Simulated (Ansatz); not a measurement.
# CH₄FNSSi: one species, many methods

One table from this session's results is given with a row withheld; the runs are named, their logs left out.

The runs use Ansatz 0.2.0, Gaussian basis; functionals in def2-TZVPP, the program's frozen cores in correlated methods.

Plan: PBE-D4, r2SCAN-D4, PBE0-D4, B3LYP-D4, ωB97X-V, ωB97M-V, B2PLYP; CCSD(T)/def2-TZVPP; MP2/def2-QZVPP; extrapolation to the limit.

## Structure used throughout

An earlier PBE0-D4 in a triple-zeta def2 set relaxation fixed the geometry.

SMILES `N[Si@@H]1S[C@@H]1F`, 9 atoms, charge 0, spin multiplicity 1.

Atoms are counted from 1 here; the program's logs count them from 0.

Bond lengths: N1–Si2 1.692 Å, N1–H6 1.006 Å, N1–H7 1.007 Å, Si2–S3 2.099 Å, Si2–C4 1.844 Å, Si2–H8 1.476 Å, S3–C4 1.854 Å, C4–F5 1.375 Å, C4–H9 1.086 Å. Angles: Si2–N1–H6 121.2°, Si2–N1–H7 121.4°, H6–N1–H7 112.7°, N1–Si2–S3 124.0°, N1–Si2–C4 118.2°, N1–Si2–H8 109.0°, S3–Si2–C4 55.6°, S3–Si2–H8 118.3°, C4–Si2–H8 123.3°, Si2–S3–C4 55.2°, Si2–C4–S3 69.2°, Si2–C4–F5 117.8°, Si2–C4–H9 126.7°, S3–C4–F5 114.2°, S3–C4–H9 112.7°, F5–C4–H9 109.4°.

Set-up of the first run:

in.yaml

```yaml
crystal:
  periodic: [false, false, false]
  atoms:
    - {symbol: N, position_ang: [-0.083167, 0.822105, 1.402228]}
    - {symbol: Si, position_ang: [-0.091362, -0.532214, 0.388381]}
    - {symbol: S, position_ang: [1.500228, -1.064232, -0.873173]}
    - {symbol: C, position_ang: [-0.071291, -0.255497, -1.434350]}
    - {symbol: F, position_ang: [0.088824, 1.033013, -1.885816]}
    - {symbol: H, position_ang: [-0.179123, 0.726507, 2.399089]}
    - {symbol: H, position_ang: [0.383779, 1.673947, 1.136899]}
    - {symbol: H, position_ang: [-0.862794, -1.611717, 1.035346]}
    - {symbol: H, position_ang: [-0.596593, -0.838111, -2.185806]}
basis:
  gaussian: {orbitals: def2-TZVPP}
hamiltonian: {xc: pbe, dispersion: d4}
output: {forces: true, orbitals: {seedname: orbitals}}
```

On the command line:

```console
ansatz run in.yaml --threads 4 --pin off --events-out ev --progress --plain --max-ram 10444MiB
```

Among the steps run: PBE-D4 (GGA); r2SCAN-D4 (meta-GGA); PBE0-D4 (hybrid); B3LYP-D4 (hybrid); ωB97X-V (range-separated); ωB97M-V (range-separated); B2PLYP (double hybrid); CCSD(T) in def2-TZVPP; MP2 in def2-QZVPP.

One table of the session follows, with a row left open; its other results are not shown here.

It belongs to the step «Atomisation energies». 

| method | atomisation energy (kJ/mol) |
| --- | --- |
| PBE-D4 | 3278.7 |
| r2SCAN-D4 | 3193.9 |
| PBE0-D4 | ? |
| B3LYP-D4 | 3173.2 |
| ωB97X-V | 3206.7 |
| ωB97M-V | 3203.9 |
| B2PLYP | 3133.8 |
| HF/def2-TZVPP | 2139.3 |
| MP2/def2-TZVPP | 3144.5 |
| CCSD/def2-TZVPP | 2997.9 |
| CCSD(T)/def2-TZVPP | 3064.0 |
| MP2/CBS | 3260.8 |
| CCSD(T)/CBS | 3180.3 |

**Question.** Estimate the row for PBE0-D4.

The run gave: atomisation energy (kJ/mol): 3191.4. In the column «atomisation energy (kJ/mol)» it lies between CCSD(T)/CBS (3180.3) and r2SCAN-D4 (3193.9).
